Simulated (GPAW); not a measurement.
As2Se: single point with PBEsol

As2Se:

```
CELL_PARAMETERS angstrom
-3.52942 3.52942 2.65357
3.52942 -3.52942 2.65357
3.52942 3.52942 -2.65357
ATOMIC_POSITIONS crystal
Se 0.25178 0.75369 0.50092
Se 0.49211 0.48992 0.99295
As 0.88681 0.13523 0.24614
As 0.87046 0.61776 0.74769
As 0.36987 0.12208 0.24953
As 0.87638 0.13299 0.75419
```

The cell comes from a database or a generator and needn't be the stable form of this composition.

The cell isn't the ideal one: atoms moved at random, drawn with an rms of 0.05 Å.

```yaml
Program: GPAW 26.7.0
Task: single point
Functional: PBEsol
Potentials_or_basis: PAW data sets generated in the run's folder for this functional
Cutoff: 600 eV
Basis: pw
k_mesh: 6 × 6 × 6
Occupations: fermi-dirac, width 0.05 eV
Spin: no spin polarisation
Maxiter: 150
```

```json
{
 "Pressure": "-3.3 GPa",
 "Largest force": "0.255 eV/Å",
 "Band gap on the k mesh": "none (metal or under the smearing width)"
}
```

Forces on the atoms (eV/Å):
```
Se  -0.011 -0.008 -0.174
Se   0.143  0.060  0.186
As  -0.234  0.007  0.101
As  -0.141  0.060 -0.193
As   0.109 -0.142  0.010
As   0.134  0.022  0.069
```

Stress tensor (GPa, compression positive):
```
-3.33  0.03 -0.37
 0.03 -2.92  0.13
-0.37  0.13 -3.75
```

Levels at points of the mesh, in eV from the Fermi level:
```tsv
k point	band 13	band 14	band 15	band 16	band 17	band 18	band 19	band 20
(0.00, 0.00, 0.00)	-2.84	-2.73	-2.62	-1.07	2.30	2.92	3.06	3.44
(0.00, 0.00, 0.50)	-1.45	-1.34	-1.20	-1.04	-0.07	-0.04	1.79	1.88
(0.00, 0.50, 0.00)	-1.80	-1.46	-0.50	-0.03	0.23	0.53	1.48	2.63
(0.00, 0.50, 0.50)	-1.80	-1.43	-0.61	0.15	0.18	0.46	1.48	2.50
(0.50, 0.00, 0.00)	-1.75	-1.42	-0.51	0.04	0.15	0.48	1.45	2.49
(0.50, 0.00, 0.50)	-1.69	-1.42	-0.46	-0.10	0.17	0.51	1.41	2.62
(0.50, 0.50, 0.00)	-1.49	-1.42	-1.11	-0.99	-0.06	-0.04	1.80	1.85
(0.50, 0.50, 0.50)	-0.82	-0.68	-0.34	-0.17	0.25	0.31	0.43	0.53
```

Run time: 6.6 min on 1 thread of Arm Neoverse N1, with other jobs on the host, peak memory 0.54 GiB.
